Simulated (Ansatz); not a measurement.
**InH3 (SMILES [InH3]): RPA@PBE/def2-TZVP (core potential)**

Aim: the electronic atomisation energy of InH3 at RPA@PBE/def2-TZVP (core potential), from 3 runs. 

The results are computed with Ansatz 0.2.0.

32 further runs of the same task are left out: 3 that didn't finish, 29 set aside as unsound or not needed.

### 1 Starting point

InH3: 4 atoms, total charge 0, spin state singlet. SMILES: `[InH3]`. The coordinates come from a PBE0-D4/def2-TZVP relaxation.

Bond lengths: In1–H2 1.724 Å, In1–H3 1.724 Å, In1–H4 1.724 Å. Angles: H2–In1–H3 120.0°, H2–In1–H4 120.0°, H3–In1–H4 120.0°.

### 2 The energy at RPA@PBE/def2-TZVP (core potential)

Contents of in.yaml:

```yaml
crystal:
  periodic: [false, false, false]
  atoms:
    - {symbol: In, position_ang: [0.013900, -0.015100, -0.005100]}
    - {symbol: H, position_ang: [0.415500, 1.516000, 0.678200]}
    - {symbol: H, position_ang: [-1.095600, -0.107300, -1.321400]}
    - {symbol: H, position_ang: [0.721800, -1.454000, 0.628000]}
basis:
  gaussian:
    orbitals: def2-TZVP
magnetization:
  spin_polarized: false
  initial_magnetization: 0
hamiltonian:
  xc: {name: PBE}
correlation:
  method: rpa
  frozen_orbitals: {H: 0, In: 4}
accuracy: high
```

Launch:

```bash
$ ansatz run in.yaml --threads 1 --pin off --max-ram 3480MiB --events-out events.jsonl --progress --plain --runs-dir runs
```

The log of the run:

```text
Warning: RAYON_NUM_THREADS=1 ignored (pool sized by the plan → 1); use --threads N
Functional definition: PBE
  name "PBE"
  parameter kappa = 0.804
  parameter beta = 0.06672455060314922
  exchange = pbe_x(kappa = kappa, mu = beta*pi^2/3)
  correlation = pbe_c(beta = beta)
1334 factors; integrals over basis functions are off by at most 2.7e-9 eV
mean field evaluation 1: about -5220.0809 eV, gradient 2.0e1 eV
mean field evaluation 2: about -5220.0784 eV, gradient 2.0e1 eV
mean field evaluation 4: about -5221.3234 eV, gradient 3.7e0 eV
mean field evaluation 8: about -5221.3507 eV, gradient 5.6e-2 eV
mean field evaluation 16: about -5221.3507 eV, gradient 3.6e-8 eV
mean field -5221.35066669 eV, -191.8810978423 hartree, gradient 3.6e-8 eV, S^2 0.000000; 0 other end points of the search recorded, 0 dependent functions left out
4 core orbitals not correlated: weight in the atoms' cores, before any rotation towards them, 1.000 or more for the frozen orbitals, at most 0.000 for the correlated occupied ones
reference -5194.39062953 eV, -190.8903347507 hartree; 8, 8 occupied and 56, 56 virtual orbitals, 1334 factors
Total energy: -5206.88184772 eV, -191.3493785525 hartree
```

It took 5.7 s on 1 thread of Arm Neoverse V2, shared host; peak memory 0.24 GiB.

### 3 The H atom at the same level

Contents of job.yaml:

```yaml
basis:
  gaussian:
    orbitals: def2-TZVP
crystal:
  periodic: [false, false, false]
  atoms:
    - {symbol: H, position_ang: [0.000000, 0.000000, 0.000000]}
magnetization:
  spin_polarized: true
  initial_magnetization: 1
hamiltonian:
  xc: pbe
correlation:
  method: rpa
  frozen_orbitals: {H: 0}
accuracy: high
```

Run the same way, it converges to -0.51330 Eh (log not shown).

### 4 The In atom, same level

Contents of job.yaml:

```yaml
crystal:
  periodic: [false, false, false]
  atoms:
    - {symbol: In, position_ang: [0.000000, 0.000000, 0.000000]}
basis:
  gaussian: {orbitals: def2-TZVP}
magnetization: {spin_polarized: true, initial_magnetization: 1}
hamiltonian: {xc: {name: PBE}}
correlation: {method: rpa, frozen_orbitals: {In: 4}}
accuracy: high
```

Run the same way, it converges to -189.54795 Eh (log not shown).

### 5 Outcome

At RPA@PBE/def2-TZVP (core potential), 4 core orbitals frozen:

```
                                  quantity          value
                    molecule: total energy  -191.34938 Eh
molecule: RPA correlation energy (valence)     -459.0 mEh
                      H atom: total energy    -0.51330 Eh
            H atom: RPA correlation energy      -13.9 mEh
 H atom: ⟨S²⟩ of the reference determinant          0.750
                     In atom: total energy  -189.54795 Eh
 In atom: RPA correlation energy (valence)     -351.7 mEh
In atom: ⟨S²⟩ of the reference determinant          0.752
             electronic atomisation energy       7.116 eV
```

In words: Taking the molecule apart into free atoms costs 7.12 eV (164 kcal/mol), before zero-point energy and without spin-orbit coupling.
